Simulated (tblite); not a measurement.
# C6H7BO2: the cost of one run

Programs: tblite 0.8.0 and PySCF 2.14.0, with density-fitted response routines of our own. Each step states its level of theory. These are calculated values for one molecule in the gas phase, unless marked as measured. Atoms count from 0, in the outputs and in this text.

### Step 1. Starting geometry

16 atoms, charge 0, multiplicity 1; geometry from: force field or distance geometry start.

Bonds of the start (Å): C0–C1 1.22, C1–C2 1.46, C2–C3 1.48, C3–C4 1.22, C4–C5 1.47, C5–B6 1.57, B6–O7 1.46, B6–O8 1.48, C0–H9 1.07, C2–H10 1.11, C2–H11 1.12, C5–H12 1.14, C5–H13 1.10, O7–H14 0.99, O8–H15 1.02.

### Step 2. Relaxing the molecule with GFN2-xTB

The job: settings as JSON, then the geometry in Å.

```
{"job": {"kind": "relax", "xc": "GFN2-xTB", "basis": "xTB"}, "charge": 0, "multiplicity": 1}
C      3.599500     1.381400     0.289600
C      3.064500     0.327200    -0.006200
C      2.451300    -0.950500    -0.354000
C      1.005000    -0.819600    -0.071500
C     -0.182100    -0.738800     0.202900
C     -1.618300    -0.643400     0.486800
B     -2.251400     0.481600    -0.413300
O     -3.625300     0.291900    -0.856800
O     -1.845800     1.861000    -0.075200
H      4.052900     2.307300     0.560700
H      2.900400    -1.779800     0.237300
H      2.603500    -1.201300    -1.438400
H     -1.794100    -0.412300     1.588100
H     -2.143700    -1.591400     0.279000
H     -3.892500    -0.625500    -0.602000
H     -2.331500     2.121100     0.779800
```

Run with:

```sh
$ OMP_NUM_THREADS=1 python probes_run.py task.json out
```

This one command runs all jobs of the session in turn.

**Question.** How long does this first job take on 1 thread of Intel Xeon at 2.50GHz, shared host, and how much memory does it need?

About 3.8 s, with a peak of 0.18 GiB.
